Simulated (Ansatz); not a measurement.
# ZnPd3: the cost of one run

Computed with Ansatz 0.2.0 (DFT LDA, scalar-relativistic, plane waves, PAW).

### Step 1. Starting point

It takes space group I4/mmm (No. 139, tetragonal). The conventional cell has a = 3.908 Å, b = 3.908 Å, c = 7.649 Å, α = 90.00°, β = 90.00°, γ = 90.00°. Zn (site symmetry 4/mmm) has 12 Pd at 2.73 to 2.76 Å as nearest neighbours. Around Pd (site symmetry -4m2) lie 4 Zn at 2.73 Å and 8 Pd at 2.73 to 2.76 Å. Around Pd (site symmetry 4/mmm) lie 8 Pd at 2.73 Å and 4 Zn at 2.76 Å.

Structure file:

```
Zn Pd
1.0
    -1.95383    1.95383    3.82442
     1.95383   -1.95383    3.82442
     1.95383    1.95383   -3.82442
Zn Pd
1 3
Direct
  0.00000 0.00000 0.00000
  0.75000 0.25000 0.50000
  0.25000 0.75000 0.50000
  0.50000 0.50000 0.00000
```

The structure comes from the Materials Project (structure only).

### Step 2. Functional and cell changed: LDA

What differs from the listed cell: strain xx, yy, zz, yz, xz, xy = -0.3, -0.3, +5.7, +0.0, +0.0, +0.0 %.

The input, input.yaml:

```yaml
crystal:
  lattice:
    - [-1.9486279053, 1.9486279053, 4.0437115027]
    - [1.9486279053, -1.9486279053, 4.0437115027]
    - [1.9486279053, 1.9486279053, -4.0437115027]
  atoms:
    - { symbol: Zn, position: [0.0, 0.0, 0.0] }
    - { symbol: Pd, position: [0.75, 0.25, 0.5] }
    - { symbol: Pd, position: [0.25, 0.75, 0.5] }
    - { symbol: Pd, position: [0.5, 0.5, 0.0] }
basis:
  ecutwfc: 420
kpoints:
  mp_grid: { grid: [16, 16, 16] }
hamiltonian:
  xc: lda
scf:
  occupations: { method: gaussian, width: 0.1 }
output:
  forces: true
  stress: true
  eigenvalues: true
```

What time and memory should one allow on 1 thread of an Arm CPU, shared host?

About 44 s, with a peak of 0.76 GiB.
